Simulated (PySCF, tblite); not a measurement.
**C₅H₈O₂Si: geometry, infrared bands and NMR shifts**

Aim: predict the infrared bands and NMR shifts of C₅H₈O₂Si (`CC#CC(=O)CO[SiH3]`).

Programs: tblite 0.8.0 and PySCF 2.14.0, with density-fitted response routines of our own. Each step states its level of theory. These are calculated values for one molecule in the gas phase, unless marked as measured. Atoms are numbered from 0 throughout.

## Step 1: The molecule as given

16 atoms, charge 0, multiplicity 1; geometry from: force field or distance geometry start.

Bonds of the start (Å): C0–C1 1.48, C1–C2 1.18, C2–C3 1.47, C3–O4 1.21, C3–C5 1.53, C5–O6 1.41, O6–Si7 1.66, C0–H8 1.09, C0–H9 1.09, C0–H10 1.10, C5–H11 1.09, C5–H12 1.11, Si7–H13 1.49, Si7–H14 1.48, Si7–H15 1.48.

## Step 2: Optimising the geometry with GFN2-xTB

Job settings and geometry (Å):

```
{"job": {"kind": "relax", "xc": "GFN2-xTB", "basis": "xTB"}, "charge": 0, "multiplicity": 1}
C      3.280600    -0.598000     1.156700
C      2.201300     0.098700     0.421500
C      1.342900     0.656300    -0.168300
C      0.283900     1.352200    -0.908100
O      0.578800     2.249900    -1.663300
C     -1.154600     0.946700    -0.584700
O     -1.321700    -0.457100    -0.533400
Si    -2.831400    -1.048400    -0.188500
H      4.104000    -0.851400     0.488600
H      3.661900     0.033700     1.965000
H      2.898300    -1.524300     1.602800
H     -1.789200     1.371100    -1.367100
H     -1.414000     1.410400     0.389900
H     -2.795800    -2.534600    -0.172000
H     -3.270100    -0.521700     1.128200
H     -3.782600    -0.574500    -1.219500
```

Launch:

```
> OMP_NUM_THREADS=1 python probes_run.py task.json out
```

The driver reads the jobs from task.json and runs them one after another.

**Question.** This job is followed by: GFN2-xTB harmonic vibrations, gas phase; GIAO PBE0/pcSseg-1 NMR shielding, non-relativistic, gas phase. What will the session give for the following? strongest single infrared mode (GFN2-xTB); zero-point energy (GFN2-xTB); 13C shifts against TMS (PBE0/pcSseg-1); 1H shifts against TMS (PBE0/pcSseg-1, means over atoms taken as alike); 17O shifts against H2O (PBE0/pcSseg-1); 29Si shifts against TMS (PBE0/pcSseg-1).

As calculated:

| quantity | value |
| --- | --- |
| strongest single infrared mode (GFN2-xTB) | 1731 cm⁻¹, 401 km/mol |
| zero-point energy (GFN2-xTB) | 69.1 kcal/mol |
| 13C shifts against TMS (PBE0/pcSseg-1) | 192.7, 107.6, 83.8, 74.8, 5.6 ppm |
| 1H shifts against TMS (PBE0/pcSseg-1, means over atoms taken as alike) | 5.01, 4.07, 2.32 ppm |
| 17O shifts against H2O (PBE0/pcSseg-1) | 665.8, 9.2 ppm |
| 29Si shifts against TMS (PBE0/pcSseg-1) | -36.7 ppm |

What this shows: The optimisation took 122 steps and gained 0.281 eV; among the close pairs (by a distance rule), C0–C1 changed most, from 1.480 to 1.439 Å. All 42 modes are real, so the xTB geometry is a minimum. The strongest single mode, at 1731 cm⁻¹, moves mainly C3 and O4. Unscaled tight-binding wavenumbers are off by several per cent, some by more. Its intensities can rank the bands wrongly. At PBE0/pcSseg-1: The largest span, 1305 ppm, is at O4, where the paramagnetic term is -725 ppm.
